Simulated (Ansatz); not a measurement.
# C3H9PSi: the cost of one run

Program: Ansatz 0.2.0, Gaussian basis. Level of theory: the settings change from run to run. These are calculated values, not measurements.

### Step 1. The geometry

The geometry comes from an earlier relaxation with PBE0-D4 in a triple-zeta def2 set; it is a stationary point, not always the lowest conformer.

SMILES `P[SiH2]C1CC1`, 14 atoms, charge 0, spin multiplicity 1.

Atoms are counted from 1 here; the program's logs count them from 0.

Bond lengths: P1–Si2 2.256 Å, P1–H6 1.422 Å, P1–H7 1.422 Å, Si2–C3 1.853 Å, Si2–H8 1.491 Å, Si2–H9 1.489 Å, C3–C4 1.508 Å, C3–C5 1.509 Å, C3–H10 1.086 Å, C4–C5 1.490 Å, C4–H11 1.083 Å, C4–H12 1.084 Å, C5–H13 1.084 Å, C5–H14 1.083 Å. Angles: Si2–P1–H6 93.4°, Si2–P1–H7 93.5°, H6–P1–H7 93.4°, P1–Si2–C3 115.1°, P1–Si2–H8 107.3°, P1–Si2–H9 106.6°, C3–Si2–H8 107.7°, C3–Si2–H9 111.4°, H8–Si2–H9 108.5°, Si2–C3–C4 119.5°, Si2–C3–C5 119.9°, Si2–C3–H10 116.0°, C4–C3–C5 59.2°, C4–C3–H10 115.2°, C5–C3–H10 115.3°, C3–C4–C5 60.5°, C3–C4–H11 117.6°, C3–C4–H12 118.2° and more.

### Step 2. wB97X/def2-mTZVP

Set apart from the defaults: coordinates scaled by 0.92.

The input, in.yaml:

```yaml
crystal:
  periodic: [false, false, false]
  atoms:
    - {symbol: P, position_ang: [-2.224965, 1.162241, 1.030927]}
    - {symbol: Si, position_ang: [-0.360862, 0.262707, 1.189880]}
    - {symbol: C, position_ang: [0.553161, 0.233969, -0.248666]}
    - {symbol: C, position_ang: [0.321428, -0.762952, -1.184784]}
    - {symbol: C, position_ang: [1.482796, -0.776176, -0.457151]}
    - {symbol: H, position_ang: [-1.745384, 2.236481, 0.459095]}
    - {symbol: H, position_ang: [-2.496433, 0.582266, -0.109501]}
    - {symbol: H, position_ang: [-0.567245, -1.036057, 1.579399]}
    - {symbol: H, position_ang: [0.306517, 0.916767, 2.192164]}
    - {symbol: H, position_ang: [0.798891, 1.124844, -0.628713]}
    - {symbol: H, position_ang: [0.371292, -0.512462, -2.147849]}
    - {symbol: H, position_ang: [-0.368979, -1.452563, -0.976932]}
    - {symbol: H, position_ang: [1.586565, -1.474039, 0.247747]}
    - {symbol: H, position_ang: [2.331257, -0.531892, -0.919119]}
basis:
  gaussian: {orbitals: def2-mTZVP}
hamiltonian: {xc: {name: wB97X}}
```

The run is started by

```console
ansatz run in.yaml --threads 4 --pin off --events-out ev --progress --plain --max-ram 10444MiB
```

Q: Estimate wall time and peak memory on 4 threads of Arm Neoverse V1, shared host.

About 4.2 s, with a peak of 0.37 GiB.
